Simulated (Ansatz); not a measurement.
# C2H6Ge + H2: a complex and its separated parts

Aim: how far the complex at one end of a reaction step lies below its separated, relaxed parts, level by level.

Program: Ansatz 0.2.0, Gaussian basis. Level of theory: PBE0-D4/def2-TZVP structures, single points in def2-TZVPP, no counterpoise correction. These are calculated values, not measurements.

Levels: SPW92, PBE-D4, BLYP-D4, r2SCAN-D4, B97M-V, PBE0-D4, B3LYP-D4, r2SCAN0-D4, BHLYP-D4, CAM-B3LYP-D4, wB97X-V, wB97M-V, B2PLYP, PBE-QIDH, RPA on PBE, Hartree-Fock, MP2, CCSD, CCSD(T).

Cores are frozen in the correlated methods. Filled d shells of the heavier atoms are correlated. B3LYP uses VWN-RPA correlation. B2PLYP carries no dispersion term here.

21 further runs of the same task are left out: 21 set aside as unsound or not needed.

### Step 1. Starting geometry

The complex: 11 atoms, charge 0, spin multiplicity 1.

Atoms are counted from 1 here; the program's logs count them from 0.

Bond lengths: Ge1–C2 2.005 Å, Ge1–H5 1.597 Å, C2–C3 1.519 Å, C2–H7 1.101 Å, C2–H8 1.095 Å, C3–H9 1.094 Å, C3–H10 1.092 Å, C3–H11 1.095 Å, H4–H6 0.777 Å. Angles: C2–Ge1–H5 95.5°, Ge1–C2–C3 119.8°, Ge1–C2–H7 101.4°, Ge1–C2–H8 108.0°, C3–C2–H7 110.1°, C3–C2–H8 111.4°, H7–C2–H8 104.8°, C2–C3–H9 111.3°, C2–C3–H10 111.2°, C2–C3–H11 112.2°, H9–C3–H10 107.1°, H9–C3–H11 107.0°, H10–C3–H11 107.8°.

As a file:

```xyz
11
charge 0, multiplicity 1
Ge   -1.19856    1.00593    0.99691
C     0.62447    0.63636    0.24793
C     0.78971   -0.37816   -0.87074
H    -1.45126   -1.08710    0.85848
H    -1.99042    0.63329   -0.33885
H    -1.48052   -0.91845    1.61637
H     0.92225    1.63708   -0.10259
H     1.29625    0.42118    1.08519
H     0.55336   -1.38994   -0.52786
H     0.12083   -0.15789   -1.70592
H     1.81380   -0.40230   -1.25883
```

Its parts: C2H6Ge holds atoms 1, 2, 3, 5, 7, 8, 9, 10, 11; H2 holds atoms 4, 6. Each part counts its atoms afresh in its own runs.

### Step 2. Relaxing C2H6Ge alone

Input file relax-a/in.yaml:

```yaml
crystal:
  periodic: [false, false, false]
  atoms:
    - {symbol: Ge, position_ang: [-1.198557, 1.005934, 0.996914]}
    - {symbol: C, position_ang: [0.624467, 0.636355, 0.247930]}
    - {symbol: C, position_ang: [0.789706, -0.378157, -0.870738]}
    - {symbol: H, position_ang: [-1.990418, 0.633294, -0.338847]}
    - {symbol: H, position_ang: [0.922248, 1.637075, -0.102593]}
    - {symbol: H, position_ang: [1.296249, 0.421183, 1.085187]}
    - {symbol: H, position_ang: [0.553357, -1.389945, -0.527862]}
    - {symbol: H, position_ang: [0.120825, -0.157893, -1.705919]}
    - {symbol: H, position_ang: [1.813805, -0.402295, -1.258828]}
basis:
  gaussian: {orbitals: def2-TZVP}
hamiltonian: {xc: pbe0, dispersion: d4}
relax: {f_tol: 0.005, max_steps: 200}
```

The command line of these runs was not kept.

After this run come: Relaxing H2 alone; wB97M-V/def2-TZVPP; CCSD(T)/def2-TZVPP; Vibrations of C2H6Ge; Vibrations of H2.

Q: Predict the outcome of this session. Wanted: complex less parts, CCSD(T)/def2-TZVPP; with zero-point energy; largest T1 diagnostic.

As calculated:

| quantity | value |
| --- | --- |
| complex less parts, CCSD(T)/def2-TZVPP | -2.96 kcal/mol |
| with zero-point energy | +0.41 kcal/mol |
| largest T1 diagnostic | 0.011 |

At CCSD(T) the complex lies 2.96 kcal/mol below its parts. Among the functionals BHLYP-D4 lands nearest to CCSD(T) (+0.10 kcal/mol) and SPW92 farthest (-9.42 kcal/mol). By rung, the mean size of the error is: LDA 9.42, GGA 1.74, meta-GGA 1.62, hybrid 1.34, range-separated hybrid 0.71, double hybrid 0.99 kcal/mol. PBE-D4 gives a relative energy 3.15 kcal/mol too low, an error of 107 % of the reference. No counterpoise was applied, and triple zeta lacks some correlation, so the CCSD(T) reference has a basis error of its own, and close matches with it are partly luck. The restricted Hartree–Fock reference is unstable towards an unrestricted one at one or more of these structures.
